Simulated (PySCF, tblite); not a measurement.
# C7H9S3+: vibronic structure

What do calculations give for the vibronic structure of C7H9S3+ (`CSc1ccc(SC)[s+]c1`)?

Computed with tblite 0.8.0 and PySCF 2.14.0 and routines of our own; the level stands in each step. Atoms count from 0.

## Step 1: The starting structure

19 atoms, charge 1, multiplicity 1; geometry from: force field or distance geometry start.

## Step 2: Relaxing the molecule with GFN2-xTB

What the job is given:

```
{"job": {"kind": "relax", "xc": "GFN2-xTB", "basis": "xTB"}, "charge": 1, "multiplicity": 1}
C     -3.879700     0.626700     0.202500
S     -3.014000    -0.927100     0.471800
C     -1.314100    -0.376100     0.202200
C     -0.638400    -0.905400    -0.911400
C      0.686900    -0.586300    -1.232800
C      1.482400     0.305700    -0.522200
S      3.137700     0.665800    -1.094900
C      4.094300     0.040800     0.322700
S      0.902900     1.176900     0.912600
C     -0.751700     0.540400     1.087700
H     -3.624400     1.365900     0.962600
H     -3.659500     1.025200    -0.786200
H     -4.970000     0.449700     0.271400
H     -1.148700    -1.631300    -1.546500
H      1.106700    -1.056700    -2.122400
H      3.811400    -0.998400     0.550300
H      3.927200     0.656100     1.209300
H      5.151300     0.061500     0.070600
H     -1.310200     0.905400     1.945300
```

The run is started by

```sh
OMP_NUM_THREADS=1 python excited_run.py task.json out
```

This one command runs all jobs of the session in turn.

The log of the run:

```text
step      E/eV     max force
  0    -784.29576    2.041
  1    -784.41358    1.197
  2    -784.48194    0.546
  3    -784.50470    0.356
  4    -784.52395    0.315
  5    -784.53105    0.208
  6    -784.54211    0.292
  7    -784.54941    0.258
  8    -784.55521    0.199
  9    -784.55949    0.193
 10    -784.56472    0.186
 11    -784.57077    0.247
 12    -784.57744    0.246
 13    -784.58501    0.288
 14    -784.59603    0.428
 15    -784.61291    0.502
 16    -784.63477    0.436
 17    -784.65980    0.450
 18    -784.68624    0.412
 19    -784.71156    0.459
 20    -784.73743    0.351
 21    -784.75116    0.432
 22    -784.76561    0.350
 23    -784.77658    0.247
 24    -784.79098    0.222
 25    -784.80166    0.235
 26    -784.81262    0.207
 27    -784.82045    0.225
 28    -784.82949    0.223
 29    -784.84261    0.245
 30    -784.85933    0.272
 31    -784.87481    0.268
 32    -784.88232    0.483
 33    -784.89599    0.282
 34    -784.90549    0.210
 35    -784.92052    0.182
 36    -784.92819    0.182
 37    -784.93535    0.166
 38    -784.94423    0.261
 39    -784.95247    0.290
 40    -784.95856    0.216
 41    -784.96356    0.161
 42    -784.96903    0.156
 43    -784.97544    0.212
 44    -784.98434    0.290
 45    -784.99208    0.185
 46    -785.00049    0.226
 47    -785.00865    0.256
 48    -785.02316    0.254
 49    -785.03476    0.280
 50    -785.04443    0.331
 51    -785.05360    0.220
 52    -785.06075    0.179
 53    -785.06515    0.142
 54    -785.06753    0.110
 55    -785.06950    0.097
 56    -785.07135    0.111
 57    -785.07376    0.128
 58    -785.07632    0.126
 59    -785.07869    0.103
 60    -785.08085    0.131
 61    -785.08324    0.149
 62    -785.08673    0.144
 63    -785.09140    0.174
 64    -785.09757    0.192
 65    -785.10393    0.154
 66    -785.10891    0.144
 67    -785.11195    0.142
 68    -785.11497    0.132
 69    -785.11754    0.111
 70    -785.12157    0.151
 71    -785.12655    0.162
 72    -785.13197    0.215
 73    -785.13743    0.194
 74    -785.14290    0.169
 75    -785.14803    0.199
 76    -785.15173    0.270
 77    -785.15464    0.152
 78    -785.15831    0.097
 79    -785.16055    0.094
 80    -785.16342    0.105
 81    -785.16631    0.106
 82    -785.16976    0.112
 83    -785.17255    0.117
 84    -785.17498    0.130
 85    -785.17675    0.114
 86    -785.17843    0.100
 87    -785.17971    0.064
 88    -785.18062    0.064
 89    -785.18131    0.065
 90    -785.18196    0.070
 91    -785.18262    0.061
 92    -785.18316    0.057
 93    -785.18354    0.050
 94    -785.18388    0.042
 95    -785.18427    0.048
 96    -785.18468    0.045
 97    -785.18496    0.031
 98    -785.18509    0.024
 99    -785.18517    0.020
100    -785.18525    0.018
101    -785.18534    0.023
102    -785.18543    0.023
103    -785.18550    0.018
104    -785.18555    0.016
105    -785.18561    0.023
106    -785.18568    0.021
107    -785.18578    0.023
108    -785.18590    0.021
109    -785.18600    0.024
110    -785.18608    0.024
111    -785.18619    0.023
112    -785.18635    0.027
113    -785.18652    0.025
114    -785.18665    0.021
115    -785.18671    0.018
116    -785.18675    0.018
117    -785.18680    0.017
118    -785.18686    0.016
119    -785.18693    0.013
120    -785.18697    0.012
121    -785.18700    0.010
122    -785.18702    0.010
123    -785.18706    0.012
124    -785.18709    0.011
125    -785.18712    0.009
```

It took 2.2 s on 1 thread of Arm Neoverse N1, shared host; peak memory 0.18 GiB.

The steps of the relaxation: (not every step is listed)

```csv
step,energy from step 0 (eV),largest force (eV/Å)
0,0.0000,2.0412
1,-0.1178,1.1968
2,-0.1862,0.5457
3,-0.2089,0.3561
4,-0.2282,0.3149
5,-0.2353,0.2077
6,-0.2464,0.2918
7,-0.2536,0.2582
8,-0.2595,0.1990
19,-0.4158,0.4588
30,-0.5636,0.2724
41,-0.6678,0.1614
52,-0.7650,0.1787
63,-0.7956,0.1740
74,-0.8471,0.1692
85,-0.8810,0.1142
96,-0.8889,0.0453
107,-0.8900,0.0235
118,-0.8911,0.0162
120,-0.8912,0.0124
121,-0.8912,0.0105
122,-0.8913,0.0105
123,-0.8913,0.0122
124,-0.8913,0.0110
125,-0.8914,0.0086
```

Distances of close pairs at the start and the end, largest changes first:

```csv
bond,before (Å),after (Å),change (Å)
S8–C9,1.781,1.707,-0.075
C5–S6,1.788,1.719,-0.070
S1–C2,1.807,1.742,-0.065
C5–S8,1.776,1.716,-0.060
C3–C4,1.401,1.363,-0.038
C2–C9,1.393,1.371,-0.022
C0–H12,1.107,1.086,-0.020
C2–C3,1.406,1.423,+0.017
```

The next job starts from the end point, and lists it.

## Step 3: Vibrational analysis with GFN2-xTB

What the job is given:

```
{"job": {"kind": "ir", "xc": "GFN2-xTB", "basis": "xTB"}, "charge": 1, "multiplicity": 1}
C     -3.764651     0.754416     0.731943
S     -3.119695    -0.315872    -0.578044
C     -1.388497    -0.243778    -0.398977
C     -0.658250    -1.001213    -1.357467
C      0.701805    -1.066240    -1.408742
C      1.565473    -0.393700    -0.525212
S      3.259819    -0.571759    -0.751701
C      3.950701     0.460239     0.560737
S      0.953530     0.579476     0.748395
C     -0.740865     0.476219     0.571694
H     -3.518218     0.348445     1.708304
H     -3.394543     1.767512     0.608148
H     -4.842862     0.746053     0.598966
H     -1.238186    -1.550992    -2.083818
H      1.173350    -1.665032    -2.175345
H      3.654523     0.074947     1.532749
H      3.626383     1.489803     0.434415
H      5.030326     0.399898     0.455305
H     -1.259947     1.050440     1.321188
```

The log of the run:

```text
mode    cm-1     km/mol
  1      48.1      0.32
  2      73.1      0.31
  3     113.2      5.62
  4     127.9      0.14
  5     181.9      0.07
  6     191.8      2.09
  7     203.8      0.02
  8     238.3      0.44
  9     246.0      0.07
 10     265.8      0.02
 11     329.3      1.34
 12     335.5      0.41
 13     410.2      1.55
 14     415.1      6.26
 15     555.1      6.92
 16     577.1      0.12
 17     633.5      9.49
 18     727.5     24.72
 19     733.9      6.42
 20     735.9     11.02
 21     836.1     10.50
 22     840.0     15.74
 23     877.3     20.32
 24     928.1      0.14
 25     930.4      1.21
 26     933.3      1.14
 27     942.0     17.25
 28     949.7      4.32
 29     995.4    140.68
 30    1073.6     46.51
 31    1163.5     26.68
 32    1215.6      3.24
 33    1245.9     14.04
 34    1316.7      1.74
 35    1319.8     10.86
 36    1374.8    208.00
 37    1407.2     17.38
 38    1423.9     24.13
 39    1428.4     13.27
 40    1440.3     16.46
 41    1458.3    153.65
 42    1543.0     26.21
 43    3030.6      6.29
 44    3034.6      0.19
 45    3038.5      0.07
 46    3047.5      1.28
 47    3057.4      6.52
 48    3059.7     13.06
 49    3079.9      1.63
 50    3099.3      4.50
 51    3111.5     10.21
```

Run time: 1.7 s. Hardware: 1 thread of Arm Neoverse N1, shared host; peak memory 0.18 GiB.

Which atoms move in the most intense modes:

```csv
cm⁻¹,km/mol,atoms
728,24.7,"H18 70 %, C9 18 %"
995,140.7,C5 61 %
1074,46.5,"H18 34 %, C2 30 %, C3 13 %"
1164,26.7,"H13 60 %, C5 25 %"
1375,208.0,"C4 27 %, H13 19 %, C2 13 %, C9 12 %"
1424,24.1,"H17 53 %, H15 22 %, H16 20 %"
1458,153.7,"C2 45 %, C3 23 %, C9 20 %"
1543,26.2,"C4 41 %, C3 38 %"
```

## Step 4: Vibronic structure: TDA PBE0/def2-SV(P)

Settings changed since step 3:

```diff
@@ -1,2 +1,2 @@
-{"job": {"kind": "ir", "xc": "GFN2-xTB", "basis": "xTB"}, "charge": 1, "multiplicity": 1}
+{"job": {"kind": "vib", "xc": "PBE0", "basis": "def2-SV(P)", "tda": true}, "charge": 1, "multiplicity": 1}
 C     -3.764651     0.754416     0.731943
```

With the program's defaults for keys left out, this is: TDA PBE0/def2-SV(P) vertical-gradient vibronic structure (displaced harmonic oscillators, Condon), gas phase.

The log of the run:

```text
final grid: 77456 points
cycle   1  E = -1465.1010644702  dE =  1.848e+00  |g| = 3.515e-01  |ddm| = 5.036e+00
cycle   2  E = -1465.0558621285  dE =  4.520e-02  |g| = 5.361e-01  |ddm| = 1.316e+00
cycle   3  E = -1465.1396980387  dE = -8.384e-02  |g| = 8.122e-02  |ddm| = 8.051e-01
cycle   4  E = -1465.1409977129  dE = -1.300e-03  |g| = 4.236e-02  |ddm| = 1.212e-01
cycle   5  E = -1465.1414257355  dE = -4.280e-04  |g| = 1.308e-02  |ddm| = 5.639e-02
cycle   6  E = -1465.1414645599  dE = -3.882e-05  |g| = 5.975e-03  |ddm| = 2.265e-02
cycle   7  E = -1465.1414756970  dE = -1.114e-05  |g| = 1.279e-03  |ddm| = 9.671e-03
cycle   8  E = -1465.1414760933  dE = -3.962e-07  |g| = 4.323e-04  |ddm| = 1.815e-03
cycle   9  E = -1465.1414761454  dE = -5.218e-08  |g| = 1.685e-04  |ddm| = 8.010e-04
cycle  10  E = -1465.1414761531  dE = -7.656e-09  |g| = 6.144e-05  |ddm| = 2.502e-04
cycle  11  E = -1465.1414761542  dE = -1.068e-09  |g| = 1.905e-05  |ddm| = 9.654e-05
cycle  12  E = -1465.1414761543  dE = -1.087e-10  |g| = 6.822e-06  |ddm| = 3.243e-05
converged SCF energy = -1465.1414761543

Singlet excitations (eV, f): 2.760 (0.0507)  4.100 (0.0728)  4.583 (0.7741)  5.146 (0.0005)  5.453 (0.0010)  5.456 (0.0063)

State S1  2.7605 eV  f = 0.05075  H->L 0.90
  relaxed dipole 5.791 D, largest gradient of the excitation energy 0.0602 Eh/bohr
  mode    cm-1        S   lambda/meV  Raman
   42   1543.0    0.4147      79.3   1.000
   17    633.5    0.9202      72.3   0.374
   33   1245.9    0.2287      35.3   0.360
   30   1073.6    0.2058      27.4   0.240
   41   1458.3    0.1419      25.7   0.306
   29    995.4    0.1872      23.1   0.188
   11    329.3    0.4401      18.0   0.048
   15    555.1    0.2558      17.6   0.080
   21    836.1    0.1289      13.4   0.091
   14    415.1    0.2540      13.1   0.044
   27    942.0    0.0769       9.0   0.069
   19    733.9    0.0495       4.5   0.027
  reorganisation energy 0.3616 eV, total S 3.757, 0-0 2.3988 eV
  absorption maximum 2.677 eV, width 0.520 eV

State S2  4.0997 eV  f = 0.07276  H-1->L 0.71, H->L+1 0.18
  relaxed dipole 3.147 D, largest gradient of the excitation energy 0.0702 Eh/bohr
  mode    cm-1        S   lambda/meV  Raman
   42   1543.0    0.4302      82.3   1.000
   41   1458.3    0.3088      55.8   0.641
   36   1374.8    0.1788      30.5   0.330
   15    555.1    0.3318      22.8   0.100
   33   1245.9    0.1448      22.4   0.219
   17    633.5    0.2597      20.4   0.102
   23    877.3    0.1347      14.7   0.101
   31   1163.5    0.0758      10.9   0.100
   29    995.4    0.0745       9.2   0.072
    8    238.3    0.3058       9.0   0.017
   30   1073.6    0.0611       8.1   0.069
    6    191.8    0.1291       3.1   0.005
  reorganisation energy 0.3063 eV, total S 2.731, 0-0 3.7934 eV
  absorption maximum 3.983 eV, width 0.486 eV

State S3  4.5834 eV  f = 0.77411  H->L+1 0.74, H-1->L 0.16
  relaxed dipole 2.611 D, largest gradient of the excitation energy 0.0331 Eh/bohr
  mode    cm-1        S   lambda/meV  Raman
   17    633.5    0.5402      42.4   0.721
   23    877.3    0.2399      26.1   0.614
   41   1458.3    0.1413      25.5   1.000
   11    329.3    0.2484      10.1   0.090
    8    238.3    0.3025       8.9   0.057
   30   1073.6    0.0495       6.6   0.190
   32   1215.6    0.0413       6.2   0.203
   19    733.9    0.0483       4.4   0.087
   12    335.5    0.1043       4.3   0.039
   36   1374.8    0.0197       3.4   0.124
    6    191.8    0.0538       1.3   0.007
   28    949.7    0.0106       1.2   0.032
  reorganisation energy 0.1463 eV, total S 1.876, 0-0 4.4371 eV
  absorption maximum 4.521 eV, width 0.276 eV

State T1  1.8087 eV  f = 0.00000  H->L 0.95
  relaxed dipole 3.261 D, largest gradient of the excitation energy 0.0436 Eh/bohr
  mode    cm-1        S   lambda/meV  Raman
   15    555.1    0.6178      42.5   0.746
   11    329.3    0.9286      37.9   0.394
   17    633.5    0.4752      37.3   0.747
   33   1245.9    0.1645      25.4   1.000
   36   1374.8    0.0984      16.8   0.728
   31   1163.5    0.1109      16.0   0.588
   29    995.4    0.1271      15.7   0.493
   42   1543.0    0.0787      15.1   0.734
   23    877.3    0.0808       8.8   0.243
   28    949.7    0.0456       5.4   0.161
   32   1215.6    0.0291       4.4   0.168
   27    942.0    0.0288       3.4   0.100
  reorganisation energy 0.2372 eV, total S 2.970, 0-0 1.5715 eV
  absorption maximum 1.766 eV, width 0.380 eV
```

It took 88 s on 1 thread of Arm Neoverse N1, shared host; peak memory 1.1 GiB.

## Step 5: Vibronic structure: TDA B97-D/def2-SV(P)

Settings changed since step 4:

```diff
@@ -1,2 +1,2 @@
-{"job": {"kind": "vib", "xc": "PBE0", "basis": "def2-SV(P)", "tda": true}, "charge": 1, "multiplicity": 1}
+{"job": {"kind": "vib", "xc": "B97-D", "basis": "def2-SV(P)", "tda": true, "nbright": 3}, "charge": 1, "multiplicity": 1}
 C     -3.764651     0.754416     0.731943
```

Level: TDA B97-D/def2-SV(P) vertical-gradient vibronic structure (displaced harmonic oscillators, Condon), gas phase.

The log of the run:

```text
final grid: 77456 points
cycle   1  E = -1465.6487023532  dE =  1.470e+00  |g| = 4.279e-01  |ddm| = 5.174e+00
cycle   2  E = -1465.4975263549  dE =  1.512e-01  |g| = 8.020e-01  |ddm| = 1.690e+00
cycle   3  E = -1465.6932290318  dE = -1.957e-01  |g| = 2.019e-01  |ddm| = 1.306e+00
cycle   4  E = -1465.7044900659  dE = -1.126e-02  |g| = 6.856e-02  |ddm| = 3.187e-01
cycle   5  E = -1465.7057315495  dE = -1.241e-03  |g| = 1.998e-02  |ddm| = 1.059e-01
cycle   6  E = -1465.7058008858  dE = -6.934e-05  |g| = 1.190e-02  |ddm| = 3.853e-02
cycle   7  E = -1465.7058364950  dE = -3.561e-05  |g| = 5.458e-03  |ddm| = 2.477e-02
cycle   8  E = -1465.7058462017  dE = -9.707e-06  |g| = 1.497e-03  |ddm| = 9.932e-03
cycle   9  E = -1465.7058468383  dE = -6.366e-07  |g| = 5.104e-04  |ddm| = 2.306e-03
cycle  10  E = -1465.7058469213  dE = -8.306e-08  |g| = 8.812e-05  |ddm| = 8.331e-04
cycle  11  E = -1465.7058469236  dE = -2.231e-09  |g| = 3.478e-05  |ddm| = 1.867e-04
cycle  12  E = -1465.7058469239  dE = -3.383e-10  |g| = 1.217e-05  |ddm| = 6.715e-05
converged SCF energy = -1465.7058469239

Singlet excitations (eV, f): 2.246 (0.0270)  3.666 (0.0274)  4.304 (0.7440)  4.350 (0.0003)  4.684 (0.0003)  4.890 (0.0643)

State S1  2.2461 eV  f = 0.02702  H->L 0.86, H-1->L 0.10
  relaxed dipole 5.341 D, largest gradient of the excitation energy 0.0809 Eh/bohr
  mode    cm-1        S   lambda/meV  Raman
   42   1543.0    0.4818      92.2   1.000
   17    633.5    1.1053      86.8   0.387
   30   1073.6    0.4146      55.2   0.417
   41   1458.3    0.2051      37.1   0.380
   33   1245.9    0.2388      36.9   0.323
   14    415.1    0.5667      29.2   0.085
   29    995.4    0.2232      27.6   0.193
   21    836.1    0.1503      15.6   0.092
   27    942.0    0.0861      10.0   0.067
   36   1374.8    0.0497       8.5   0.082
   23    877.3    0.0646       7.0   0.043
   11    329.3    0.1674       6.8   0.016
  reorganisation energy 0.4390 eV, total S 4.368, 0-0 1.8071 eV
  absorption maximum 2.197 eV, width 0.574 eV

State S2  3.6657 eV  f = 0.02745  H-1->L 0.55, H->L+1 0.26
  relaxed dipole 3.721 D, largest gradient of the excitation energy 0.0694 Eh/bohr
  mode    cm-1        S   lambda/meV  Raman
   41   1458.3    0.5029      90.9   1.000
   42   1543.0    0.3497      66.9   0.779
   36   1374.8    0.1620      27.6   0.286
   29    995.4    0.1858      22.9   0.172
    8    238.3    0.7579      22.4   0.040
   23    877.3    0.1521      16.5   0.109
   33   1245.9    0.0905      14.0   0.131
   15    555.1    0.1969      13.5   0.057
   17    633.5    0.1355      10.6   0.051
   31   1163.5    0.0414       6.0   0.052
   30   1073.6    0.0421       5.6   0.045
   12    335.5    0.0980       4.1   0.010
  reorganisation energy 0.3222 eV, total S 3.313, 0-0 3.3434 eV
  absorption maximum 3.555 eV, width 0.512 eV

State S3  4.3039 eV  f = 0.74402  H->L+1 0.65, H-1->L 0.20
  relaxed dipole 2.562 D, largest gradient of the excitation energy 0.0532 Eh/bohr
  mode    cm-1        S   lambda/meV  Raman
   17    633.5    0.7779      61.1   1.000
   23    877.3    0.2466      26.8   0.608
   30   1073.6    0.1898      25.3   0.701
    8    238.3    0.5968      17.6   0.109
   42   1543.0    0.0893      17.1   0.681
   41   1458.3    0.0689      12.5   0.469
   36   1374.8    0.0444       7.6   0.269
   19    733.9    0.0705       6.4   0.122
   14    415.1    0.1061       5.5   0.059
   32   1215.6    0.0299       4.5   0.141
   11    329.3    0.1025       4.2   0.036
   12    335.5    0.0999       4.2   0.036
  reorganisation energy 0.2107 eV, total S 2.683, 0-0 4.0932 eV
  absorption maximum 4.255 eV, width 0.364 eV

State S6  4.8902 eV  f = 0.06427  H-1->L+1 0.75, H-5->L 0.09
  relaxed dipole 3.355 D, largest gradient of the excitation energy 0.0393 Eh/bohr
  mode    cm-1        S   lambda/meV  Raman
   23    877.3    0.5240      57.0   0.762
   41   1458.3    0.2487      45.0   1.000
   29    995.4    0.3413      42.1   0.639
   17    633.5    0.3229      25.4   0.245
   12    335.5    0.1841       7.7   0.039
   27    942.0    0.0536       6.3   0.090
   32   1215.6    0.0382       5.8   0.107
   19    733.9    0.0593       5.4   0.060
    6    191.8    0.2258       5.4   0.016
    4    127.9    0.3316       5.3   0.010
   21    836.1    0.0409       4.2   0.054
   28    949.7    0.0356       4.2   0.061
  reorganisation energy 0.2320 eV, total S 2.658, 0-0 4.6582 eV
  absorption maximum 4.784 eV, width 0.396 eV

State T1  1.5570 eV  f = 0.00000  H->L 0.99
  relaxed dipole 3.938 D, largest gradient of the excitation energy 0.0408 Eh/bohr
  mode    cm-1        S   lambda/meV  Raman
   17    633.5    0.5802      45.6   0.629
   42   1543.0    0.1556      29.8   1.000
   33   1245.9    0.1777      27.4   0.745
   11    329.3    0.6514      26.6   0.191
   15    555.1    0.3485      24.0   0.290
   29    995.4    0.1174      14.5   0.314
   31   1163.5    0.0656       9.5   0.240
   30   1073.6    0.0429       5.7   0.134
   27    942.0    0.0419       4.9   0.100
   14    415.1    0.0926       4.8   0.043
   36   1374.8    0.0220       3.7   0.112
   21    836.1    0.0346       3.6   0.065
  reorganisation energy 0.2158 eV, total S 2.522, 0-0 1.3413 eV
  absorption maximum 1.497 eV, width 0.388 eV
```

Wall time 94 s (1 thread of Arm Neoverse N1, shared host); peak memory 1 GiB.

## Step 6: Results

| quantity | value |
| --- | --- |
| strongest single infrared mode (GFN2-xTB) | 1375 cm⁻¹, 208 km/mol |
| zero-point energy (GFN2-xTB) | 86.3 kcal/mol |
| S1: vertical, reorganisation, 0-0, total S (step 4, TDA PBE0/def2-SV(P), modes from GFN2-xTB) | 2.76, 0.36, 2.40 eV; 3.8 |
| S2: vertical, reorganisation, 0-0, total S (step 4, TDA PBE0/def2-SV(P), modes from GFN2-xTB) | 4.10, 0.31, 3.79 eV; 2.7 |
| S3: vertical, reorganisation, 0-0, total S (step 4, TDA PBE0/def2-SV(P), modes from GFN2-xTB) | 4.58, 0.15, 4.44 eV; 1.9 |
| S1: vertical, reorganisation, 0-0, total S (step 5, TDA B97-D/def2-SV(P), modes from GFN2-xTB) | 2.25, 0.44, 1.81 eV; 4.4 |
| S2: vertical, reorganisation, 0-0, total S (step 5, TDA B97-D/def2-SV(P), modes from GFN2-xTB) | 3.67, 0.32, 3.34 eV; 3.3 |
| S3: vertical, reorganisation, 0-0, total S (step 5, TDA B97-D/def2-SV(P), modes from GFN2-xTB) | 4.30, 0.21, 4.09 eV; 2.7 |

**Reading.** All 51 modes are real, so the xTB geometry is a minimum. The strongest single mode, at 1375 cm⁻¹, is carried by C4, H13, C2, C9. GFN2-xTB is a fitted tight-binding method: band positions and strengths are rough. Its intensities can rank the bands wrongly. The vibronic model keeps the ground-state modes (from xTB) and shifts them along the gradient alone, so it can miss much of the relaxation that a full optimisation finds. Some states lie very close; unless symmetry makes them partners, their order is unsure.
